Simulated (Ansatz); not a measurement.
# CH7BrOSi: the cost of one run

Program: Ansatz 0.2.0. Level of theory: RKS LDA/def2-SVP. These are calculated values, not measurements.

### 1 The starting structure

Bond lengths: Si1–Br2 2.704 Å, Si1–H3 1.451 Å, Si1–H4 1.481 Å, Si1–H5 1.448 Å, Si1–O7 2.066 Å, O7–C8 1.397 Å, C8–H9 1.094 Å, C8–H10 1.091 Å, C8–H11 1.091 Å. Angles (14 of 17 angles, heavy atoms first): Br2–Si1–O7 74.5°, Si1–O7–C8 119.9°, Br2–Si1–H3 81.0°, Br2–Si1–H4 163.7°, Br2–Si1–H5 81.6°, H3–Si1–O7 109.4°, H4–Si1–O7 89.2°, H5–Si1–O7 103.8°, O7–C8–H9 111.9°, O7–C8–H10 109.3°, O7–C8–H11 108.0°, H3–Si1–H4 103.4°, H3–Si1–H5 136.5°, H4–Si1–H5 104.3°.

Coordinates:

```xyz
11

Si   -0.5367    0.7016   -1.2071
Br    2.1335    0.6997   -1.6331
H    -0.4436   -0.4732   -2.0543
H    -1.8780    0.5766   -0.5913
H    -0.3465    2.1288   -1.3650
H     1.5091    0.2568    0.2035
O     0.3146    0.2906    0.6297
C    -0.0988   -0.8298    1.3549
H     0.0687   -1.7587    0.8017
H     0.4430   -0.8675    2.3015
H    -1.1653   -0.7249    1.5594
```

### 2 Pulling towards end A

Springs on the bonds that form and break draw the guess towards this end; the thresholds are loose.

input.yaml

```yaml
crystal:
  periodic: [false, false, false]
  atoms:
    - { symbol: Si, position_ang: [-0.5367, 0.7016, -1.2071] }
    - { symbol: Br, position_ang: [2.1335, 0.6997, -1.6331] }
    - { symbol: H, position_ang: [-0.4436, -0.4732, -2.0543] }
    - { symbol: H, position_ang: [-1.878, 0.5766, -0.5913] }
    - { symbol: H, position_ang: [-0.3465, 2.1288, -1.365] }
    - { symbol: H, position_ang: [1.5091, 0.2568, 0.2035] }
    - { symbol: O, position_ang: [0.3146, 0.2906, 0.6297] }
    - { symbol: C, position_ang: [-0.0988, -0.8298, 1.3549] }
    - { symbol: H, position_ang: [0.0687, -1.7587, 0.8017] }
    - { symbol: H, position_ang: [0.443, -0.8675, 2.3015] }
    - { symbol: H, position_ang: [-1.1653, -0.7249, 1.5594] }
basis:
  gaussian: { orbitals: def2-SVP }
hamiltonian:
  xc: lda
relax:
  f_tol: 0.15
  max_steps: 25
  restrain:
    - { distance: [0, 6], at: 3.07, k: 30.0 }
    - { distance: [5, 1], at: 2.81, k: 30.0 }
    - { distance: [0, 1], at: 2.31, k: 30.0 }
    - { distance: [5, 6], at: 0.97, k: 30.0 }
```

Launch:

```bash
> ansatz run input.yaml --threads 2 --pin off --max-ram 3072MiB --backend cpu --events-out ev --progress --plain --runs-dir out
```

Q: Estimate wall time and peak memory on 2 threads of Arm Neoverse V1, shared host.

About 24 s, with a peak of 0.17 GiB.
